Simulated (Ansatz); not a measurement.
Write a Python script for the Python package of Ansatz (0.2.0) that makes a phonon calculation by linear response of K3I2Br, space group P-3m1. Settings: PBEsol, PAW, the default cutoff (420 eV here), 6×6×2 k-points, fixed occupations.

```
K I Br
1.0
     4.89887    0.00000    0.00000
    -2.44943    4.24254    0.00000
     0.00000    0.00000   12.04285
K I Br
3 2 1
Direct
  0.00000 0.00000 0.50000
  0.33333 0.66667 0.15133
  0.66667 0.33333 0.84867
  0.33333 0.66667 0.67383
  0.66667 0.33333 0.32617
  0.00000 0.00000 0.00000
```

The script, `dfpt_k3i2br.py`:
```python
'''DFPT phonons of K3I2Br.'''

from pathlib import Path

import ansatz as az
import numpy as np
from pymatgen.core import Lattice, Structure
from pymatgen.io.ase import AseAtomsAdaptor

pmg_structure = Structure(
    Lattice([(4.898868, 0.0, 0.0), (-2.449434, 4.242544, 0.0), (0.0, 0.0, 12.042852)]),
    ['K', 'K', 'K', 'I', 'I', 'Br'],
    [
        (0.0, 0.0, 0.5),
        (1 / 3, 2 / 3, 0.151334),
        (2 / 3, 1 / 3, 0.848666),
        (1 / 3, 2 / 3, 0.673828),
        (2 / 3, 1 / 3, 0.326172),
        (0.0, 0.0, 0.0),
    ],
)
xtal = az.Crystal.from_ase(AseAtomsAdaptor.get_atoms(pmg_structure))

base = (
    xtal.calculation()
    .functional('pbesol')
    .occupations('fixed')
    .kpoints(6, 6, 2)
    .phonons('dfpt', points=[(0, 0, 0), (0.5, 0, 0.5), (0, 0, 0.5)])
)
result = base.run(threads=1, runs_dir='runs')
ph = result.phonons

for q in ph.qpoints:
    thz = np.asarray(q.omega_inv_cm) / 33.35641
    print('q = ({:.2f}, {:.2f}, {:.2f})'.format(*q.q_frac), np.round(thz, 2) + 0.0, 'THz')
```

Output of `python dfpt_k3i2br.py`:
```text
DeckWarning: basis.ecutwfc = 420 eV, auto-derived from the records' recommended cutoffs: set by K (normal level)
q = (0.00, 0.00, 0.00) [0.   0.   0.   1.21 1.21 1.36 1.36 1.63 1.85 2.57 2.57 2.63 2.63 2.8
 2.8  2.82 3.85 3.93] THz
q = (0.50, 0.00, 0.50) [0.98 1.2  1.22 1.35 1.52 1.54 1.6  1.86 2.22 2.48 2.49 2.78 2.83 2.86
 2.93 3.05 3.18 3.79] THz
q = (0.00, 0.00, 0.50) [0.66 0.66 0.73 0.73 0.89 1.01 1.55 1.55 2.08 2.49 2.49 2.72 2.72 2.76
 2.76 3.79 4.01 4.07] THz
```
(Warnings from the package without file and line.)

Caveats:
- The cell isn't relaxed first, so the values belong to this volume.
- No non-analytic term is added, so at the zone centre the longitudinal optical modes of a polar crystal aren't split off.
- The structure comes from a database of computed cells and needn't be a stable or known phase.
- The structure is taken as given; imaginary modes can come from an unrelaxed or unstable start.
- Finished in 12 min on 1 thread of Arm Neoverse V1 (shared host), peak memory 1.5 GiB.
